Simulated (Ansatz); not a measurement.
**GeP+ (triplet): wave-function methods side by side at distance Ge1–P2 = 3.149 Å, cc-pVDZ**

Aim: climb from Hartree-Fock through coupled cluster and multireference methods for GeP+ (triplet) at one geometry and basis, and see what each rung misses.

Computed with Ansatz 0.2.0, Gaussian basis. Level: cc-pVDZ, core rule «outside noble gas», up to 19 orbitals frozen.

Plan: UHF; CCSD(T) on ROHF; CCSD(T) on UHF; BCCD(T) on ROHF; CISD as a restricted active space (open shells left free, so some higher excitations enter); CCSDT(Q) on ROHF; CCSDT(Q) on UHF; CCSDTQ on ROHF; CCSDTQ on UHF; CASSCF and MRCISD+Q, 4 electrons in 4 orbitals; CASSCF and NEVPT2, 4 electrons in 4 orbitals; CASSCF and MRCISD+Q, 8 electrons in 8 orbitals; CASSCF and NEVPT2, 8 electrons in 8 orbitals; Full CI.

7 further runs of the same task are left out: 4 for a known fault of the program, 3 that didn't finish. Runs told in other sessions of the task aren't counted.

### Step 1. What is computed

The geometry derives from a PBE0/def2-TZVP stationary point (not a proven minimum). One bond is set to the value named and the two fragments are kept rigid. No spin-orbit coupling is included. The filled d shell of Ge may be among the frozen orbitals whatever the setting's name suggests.

2 atoms, charge 1, spin multiplicity 3.

Atoms are counted from 1 here; the program's logs count them from 0.

No contacts short enough for the rule that draws bonds.

### Step 2. UHF

in.yaml

```yaml
crystal:
  periodic: [false, false, false]
  atoms:
    - {symbol: Ge, position_ang: [0.000000, 0.000000, 0.000000]}
    - {symbol: P, position_ang: [0.000000, 0.000000, 3.149000]}
basis:
  gaussian: {orbitals: cc-pVDZ}
total_charge: 1
magnetization: {spin_polarized: true, initial_magnetization: 2}
hamiltonian: {xc: hf}
output: {orbitals: {seedname: orbitals}}
```

Run with:

```sh
> ansatz run in.yaml --threads 1 --pin off --events-out ev --progress --plain --max-ram 4096MiB --backend cpu
```

After this run come: CCSD(T) on ROHF; CCSD(T) on UHF; BCCD(T) on ROHF; CISD as a restricted active space (open shells left free, so some higher excitations enter); CCSDT(Q) on ROHF; CCSDT(Q) on UHF; CCSDTQ on ROHF; CCSDTQ on UHF; CASSCF and MRCISD+Q, 4 electrons in 4 orbitals; CASSCF and NEVPT2, 4 electrons in 4 orbitals; CASSCF and MRCISD+Q, 8 electrons in 8 orbitals; CASSCF and NEVPT2, 8 electrons in 8 orbitals; Full CI.

Q: Predict the results of all the runs planned. Wanted: FCI from the RHF energy; RMP2 from FCI; UMP2 from FCI; RCCSD from FCI; RCCSD(T) from FCI; UCCSD(T) from FCI; RCCSDT(Q) from FCI; UCCSDT(Q) from FCI; NEVPT2 pair from FCI.

As calculated:

| quantity | value |
| --- | --- |
| FCI from the ROHF energy | -4.9742 eV |
| RMP2 from FCI | +1518.7 meV |
| UMP2 from FCI | +1357.4 meV |
| RCCSD from FCI | +302.5 meV |
| RCCSD(T) from FCI | +91.2 meV |
| UCCSD(T) from FCI | +126.7 meV |
| RCCSDT(Q) from FCI | -1.4 meV |
| UCCSDT(Q) from FCI | -2.2 meV |
| NEVPT2 pair from FCI | +993.2 meV |
| MRCISD+Q pair from FCI | -17.1 meV |
| NEVPT2 valence from FCI | +728.0 meV |
| levels within 1 kcal/mol (43 meV) | RCCSDT, UCCSDT, RCCSDT(Q), UCCSDT(Q), RCCSDTQ, UCCSDTQ, MRCISD+Q pair, MRCISD+Q valence |
| T1 diagnostic | 0.069 |
| effectively unpaired electrons | 2.46 |

**Reading.** RCCSD(T) lands +91.2 meV from the yardstick (1.8 % of the correlation energy). CCSD(T) misses by +91.2 meV on the restricted determinant and by +126.7 meV on the unrestricted one; the two need not hold the same state or core. UCCSDT(Q), MRCISD+Q pair, MRCISD+Q valence fall below full CI: unrestricted runs freeze a spin-polarised core, another one than full CI's, and coupled cluster isn't variational. The occupations show static correlation (2.46 effectively unpaired electrons where one determinant has 2). Of the multireference levels listed MRCISD+Q pair comes nearest in total energy (-17.1 meV), which doesn't show that its space is the better one. Coupled cluster took another determinant than the lowest Hartree-Fock one. These misses are within one basis, not against nature; the frozen cores of restricted and unrestricted runs differ, which can shift their rows.

Levels on UHF freeze UHF's core orbitals, full CI those of ROHF, so the U rows can settle a little off it for that reason alone.

With open shells the CI space here admits some higher excitations, so it is larger than plain CISD.
